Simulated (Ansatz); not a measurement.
# C3H12N2Si: taking an electron away

The task here is to estimate one member of a computed series from the others.

Program: Ansatz 0.2.0, Gaussian basis. Level of theory: unrestricted cation, the program's frozen cores in correlated methods. These are calculated values, not measurements.

The runs, in order: UKS PBE-D4/def2-TZVPP; UKS r2SCAN-D4/def2-TZVPP; UKS PBE0-D4/def2-TZVPP; UKS B3LYP-D4/def2-TZVPP; UKS wB97X-V/def2-TZVPP; UKS wB97M-V/def2-TZVPP; UKS B2PLYP/def2-TZVPP; UHF-CCSD(T)/def2-TZVPP; UHF-MP2/def2-QZVPP; extrapolation to the limit; then −ε(HOMO) from the neutral's earlier runs with LDA (SPW92), PBE-D4, revPBE-D4, BLYP-D4, r2SCAN-D4, B97M-V, PBE0-D4, B3LYP-D4, r2SCANh-D4, r2SCAN0-D4, HSE06-D4, BHLYP-D4, CAM-B3LYP-D4, LC-ωPBE, ωB97X-V, ωB97M-V.

## The geometry

An earlier PBE0-D4 in a triple-zeta def2 set relaxation fixed the geometry.

SMILES `C[Si](C)(C)NN`, 18 atoms, charge 0, spin multiplicity 1.

Atoms are counted from 1 here; the program's logs count them from 0.

Bond lengths: C1–Si2 1.877 Å, C1–H7 1.094 Å, C1–H8 1.094 Å, C1–H9 1.093 Å, Si2–C3 1.869 Å, Si2–C4 1.872 Å, Si2–N5 1.728 Å, C3–H10 1.093 Å, C3–H11 1.093 Å, C3–H12 1.093 Å, C4–H13 1.093 Å, C4–H14 1.094 Å, C4–H15 1.094 Å, N5–N6 1.410 Å, N5–H16 1.006 Å, N6–H17 1.013 Å, N6–H18 1.014 Å. Angles: Si2–C1–H7 111.5°, Si2–C1–H8 111.1°, Si2–C1–H9 111.2°, H7–C1–H8 107.0°, H7–C1–H9 107.8°, H8–C1–H9 108.0°, C1–Si2–C3 110.5°, C1–Si2–C4 107.9°, C1–Si2–N5 111.6°, C3–Si2–C4 111.4°, C3–Si2–N5 106.1°, C4–Si2–N5 109.3°, Si2–C3–H10 111.2°, Si2–C3–H11 110.7°, Si2–C3–H12 111.4°, H10–C3–H11 107.8°, H10–C3–H12 108.2°, H11–C3–H12 107.5° and more.

The first run:

File in.yaml:

```yaml
crystal:
  periodic: [false, false, false]
  atoms:
    - {symbol: C, position_ang: [-0.851994, -1.634802, 0.001968]}
    - {symbol: Si, position_ang: [0.226244, -0.099848, -0.061125]}
    - {symbol: C, position_ang: [2.032689, -0.565469, 0.050918]}
    - {symbol: C, position_ang: [-0.149965, 0.803286, -1.657531]}
    - {symbol: N, position_ang: [-0.081442, 0.950799, 1.275916]}
    - {symbol: N, position_ang: [-1.348142, 1.487489, 1.582977]}
    - {symbol: H, position_ang: [-1.915792, -1.378609, 0.006622]}
    - {symbol: H, position_ang: [-0.679731, -2.272775, -0.869735]}
    - {symbol: H, position_ang: [-0.646332, -2.225535, 0.898435]}
    - {symbol: H, position_ang: [2.672293, 0.319154, 0.000444]}
    - {symbol: H, position_ang: [2.312269, -1.227372, -0.772979]}
    - {symbol: H, position_ang: [2.251096, -1.091504, 0.984159]}
    - {symbol: H, position_ang: [0.492798, 1.679465, -1.772752]}
    - {symbol: H, position_ang: [-1.189447, 1.143063, -1.685261]}
    - {symbol: H, position_ang: [0.000780, 0.152793, -2.523570]}
    - {symbol: H, position_ang: [0.536382, 1.006226, 2.067768]}
    - {symbol: H, position_ang: [-1.600588, 2.187755, 0.896273]}
    - {symbol: H, position_ang: [-2.061118, 0.765905, 1.577483]}
basis:
  gaussian: {orbitals: def2-TZVPP}
total_charge: 1
magnetization: {spin_polarized: true, initial_magnetization: 1}
hamiltonian: {xc: pbe, dispersion: d4}
```

Run with:

```sh
ansatz run in.yaml --threads 2 --pin off --events-out ev --progress --plain --max-ram 22528MiB --backend cuda --devices 0, --max-vram 18GiB
```

Steps of the session up to this table: Cation, UKS PBE-D4/def2-TZVPP; Cation, UKS r2SCAN-D4/def2-TZVPP; Cation, UKS PBE0-D4/def2-TZVPP; Cation, UKS B3LYP-D4/def2-TZVPP; Cation, UKS wB97X-V/def2-TZVPP; Cation, UKS wB97M-V/def2-TZVPP; Cation, UKS B2PLYP (frozen core)/def2-TZVPP; Cation, UHF-CCSD(T)/def2-TZVPP; Cation, UHF-MP2/def2-QZVPP.

One table of the session follows, with a row left open; its other results are not shown here.

It belongs to the step «Ionisation energies side by side». Orbital estimates, from the neutral's runs:

| functional | −ε(HOMO) (eV) |
| --- | --- |
| LDA (SPW92) | 5.32 |
| PBE-D4 | 5.18 |
| revPBE-D4 | 5.12 |
| BLYP-D4 | 5.09 |
| r2SCAN-D4 | 5.45 |
| B97M-V | 5.57 |
| PBE0-D4 | 6.58 |
| B3LYP-D4 | 6.37 |
| r2SCANh-D4 | ? |
| r2SCAN0-D4 | 6.77 |
| HSE06-D4 | 6.17 |
| BHLYP-D4 | 7.93 |
| CAM-B3LYP-D4 | 8.03 |
| LC-ωPBE | 9.38 |
| ωB97X-V | 9.04 |
| ωB97M-V | 8.96 |

Q: Estimate the row for r2SCANh-D4 from the others.

Worked estimate for «−ε(HOMO) (eV)». Against the share of exact exchange, r2SCAN-D4 (0, 5.45), r2SCAN0-D4 (0.25, 6.77) give a slope of 5.28 per unit share; at 0.1 the line stands at 5.98.

**Answer.** −ε(HOMO) (eV): 5.98. In «−ε(HOMO) (eV)» the line misses by 0.00.
